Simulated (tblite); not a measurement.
# H42Mg11N10S17: the cost of one run

Programs: tblite 0.8.0 and PySCF 2.14.0, with routines of our own; each step states its level. All values are computed. Atoms count from 0.

## 1. The system as given

80 atoms, charge 0, multiplicity 1; geometry from: force field, distance geometry or constructed start.

## 2. Optimising the geometry with GFN1-xTB

The job: settings as JSON, then the geometry in Å.

```
{"job": {"kind": "relax", "xc": "GFN1-xTB", "basis": "xTB"}, "charge": 0, "multiplicity": 1}
Mg    -2.050300    -1.318700    -3.291900
Mg    -0.071400    -0.167100    -0.052500
Mg    -2.050000    -1.319200     3.200100
Mg    -2.055900    -3.606900    -0.051800
Mg    -0.069200     2.123400    -3.286900
Mg    -2.058500     3.271300    -0.048200
Mg    -0.068100     2.126300     3.195800
Mg     1.922200    -1.314200    -3.288800
Mg     1.921500    -1.319000     3.198700
Mg     1.916000    -3.612100    -0.044000
Mg     1.916700     3.270600    -0.047700
S     -0.070700    -0.171700    -4.101500
S     -2.058600    -1.316200    -0.851800
S     -0.066000    -0.170300     2.385200
S     -0.070400     2.129700    -0.856600
S      1.916900    -1.316300    -0.850500
S     -2.054800    -3.609400     2.388800
S     -0.069300    -4.761900    -0.857800
S     -2.055800     3.273600     2.390400
S      1.921600     3.272700     2.390600
S      1.916500    -3.607500     2.389400
H      3.044600    -4.260300     2.847700
H     -0.064800    -6.054900    -0.390200
H     -3.186100    -4.266100     2.846400
H      1.919300     4.575500     2.848800
H     -2.061300     4.572000     2.850400
N     -2.054500    -1.314600     5.208400
H     -2.893400    -1.799900     5.584700
H     -1.217000    -1.800100     5.581500
H     -2.054100    -0.349300     5.586900
N      3.563500     2.324900    -0.716700
H      3.380100     1.869900    -1.630000
H      4.348200     2.985500    -0.842300
H      3.867700     1.588100    -0.047000
N      1.920000    -3.210200    -3.963600
H      0.952100    -3.562800    -4.088000
H      2.401600    -3.285700    -4.879000
H      2.403300    -3.841700    -3.298000
N     -3.695200    -4.562700    -0.715700
H     -3.727600    -4.570700    -1.751100
H     -3.722900    -5.543600    -0.380700
H     -4.554500    -4.096100    -0.380800
N     -3.691400    -0.368400     2.525500
H     -4.483000    -1.031000     2.402500
H     -4.005700     0.367200     3.196400
H     -3.520300     0.087900     1.611200
N     -2.052800     5.166900    -0.716200
H     -2.893100     5.683600    -0.382200
H     -1.216000     5.681400    -0.384300
H     -2.053300     5.198100    -1.750300
N     -0.069100     2.117300     5.212200
H     -1.028800     2.125900     5.583200
H      0.415000     1.286600     5.583600
H      0.412000     2.960600     5.580500
N      1.919500     5.165900    -0.714100
H      1.434700     5.243600    -1.629600
H      1.441800     5.793300    -0.052600
H      2.888700     5.527400    -0.841100
N      1.573000     3.071400    -3.956300
H      2.156900     3.411800    -3.174300
H      2.154000     2.443500    -4.539600
H      1.324100     3.893100    -4.543000
N      3.561600    -4.558100    -0.714800
H      4.144600    -3.925800    -1.295300
H      4.150500    -4.893200     0.073400
H      3.302300    -5.378300    -1.295100
S      3.839900    -0.206000     2.414500
H      4.586800    -0.596900     3.550300
S     -3.977900    -0.214400    -4.078700
H     -4.032500    -1.016000    -5.221900
S      1.917800    -1.320900     5.552400
H      2.496700    -2.601900     5.603200
S     -2.053300    -3.533800    -4.069500
H     -1.884300    -3.110900    -5.405500
S     -3.969200     2.164300    -0.832700
H     -4.801100     3.230500    -0.451000
S      3.835400    -0.209700    -4.073000
H      4.692200    -1.123400    -3.426800
S     -1.987400     3.228700    -4.077200
H     -1.637100     2.996700    -5.414100
```

Command:

```
$ OMP_NUM_THREADS=8 python large_run.py task.json out
```

The driver reads the jobs from task.json and runs them one after another.

**Question.** How long does this first job take on 8 threads of Arm Neoverse N1, shared host, and how much memory does it need?

About 98 s, with a peak of 0.14 GiB.
